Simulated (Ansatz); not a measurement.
**TiPd: a two-dimensional strain map**

Aim: for TiPd, map the energy over biaxial and axial strain.

Computed with Ansatz 0.2.0 (DFT r2SCAN, scalar-relativistic, plane waves, PAW, unless a step's input says otherwise).

## 1. The system as given

Symmetry: Pm-3m, No. 221, cubic system. The conventional cell has a = 3.180 Å, b = 3.180 Å, c = 3.180 Å, α = 90.00°, β = 90.00°, γ = 90.00°. Around Ti (site symmetry m-3m) lie 8 Pd at 2.75 Å. Pd (site symmetry m-3m) has 8 Ti at 2.75 Å in its first shell of neighbours.

As a file:

```
CELL_PARAMETERS angstrom
3.18000 0.00000 0.00000
0.00000 3.18000 0.00000
0.00000 0.00000 3.18000
ATOMIC_POSITIONS crystal
Ti 0.50000 0.50000 0.50000
Pd 0.00000 0.00000 0.00000
```

The cell is taken as given, not relaxed at this level.

## 2. The reference cell

Reference values: F = -9491.0503 eV; pressure -3.62 GPa; largest force 0.000 eV/Å; gap on the mesh none (metal). It was computed beforehand with the settings of the runs below.

## 3. Setting up a two-dimensional strain map

The cell is strained by p along both x and y and by q along z, with fractional coordinates fixed.

## 4. p = -0.030, q = -0.030

input.yaml

```yaml
crystal:
  lattice:
    - [3.0846, 0.0, 0.0]
    - [0.0, 3.0846, 0.0]
    - [0.0, 0.0, 3.0846]
  atoms:
    - { symbol: Ti, position: [0.5, 0.5, 0.5] }
    - { symbol: Pd, position: [0.0, 0.0, 0.0] }
basis:
  ecutwfc: 500
kpoints:
  mp_grid: { grid: [16, 16, 16] }
hamiltonian:
  xc: r2scan
scf:
  occupations: { method: gaussian, width: 0.15 }
output:
  forces: true
  stress: true
  eigenvalues: true
```

Launch:

```sh
ansatz run input.yaml --threads 1 --pin off --max-ram 2560MiB --backend cpu --events-out ev --progress --plain --runs-dir out
```

The session goes on with these runs: point p = -0.030, q = 0.000; At p = -0.030, q = 0.030; point p = 0.000, q = -0.030; At p = 0.000, q = 0.030; point p = 0.030, q = -0.030; point p = 0.030, q = 0.000; point p = 0.030, q = 0.030; At p = -0.030, q = -0.015; point p = -0.030, q = 0.015; At p = -0.015, q = -0.030; At p = -0.015, q = 0.000; At p = -0.015, q = 0.030; p = 0.000, q = -0.015.

What does the calculation give? Wanted: highest point; lowest point away from the origin.

The runs gave:

| quantity | value |
| --- | --- |
| highest point | 88.0 meV/atom at (p, q) = (0.030, 0.030) |
| lowest point away from the origin | -7.1 meV/atom at (-0.030, 0.030) |

In words: Of the points run, the lowest is (-0.030, 0.030), 7.1 meV/atom below the undisturbed cell, which was taken as given and not relaxed at this level. At |p| = |q| = 0.030, points where p and q have the same sign cost 61.9 meV/atom on average, those of opposite sign 3.0: stretching in the plane is cheaper with a contraction along z.
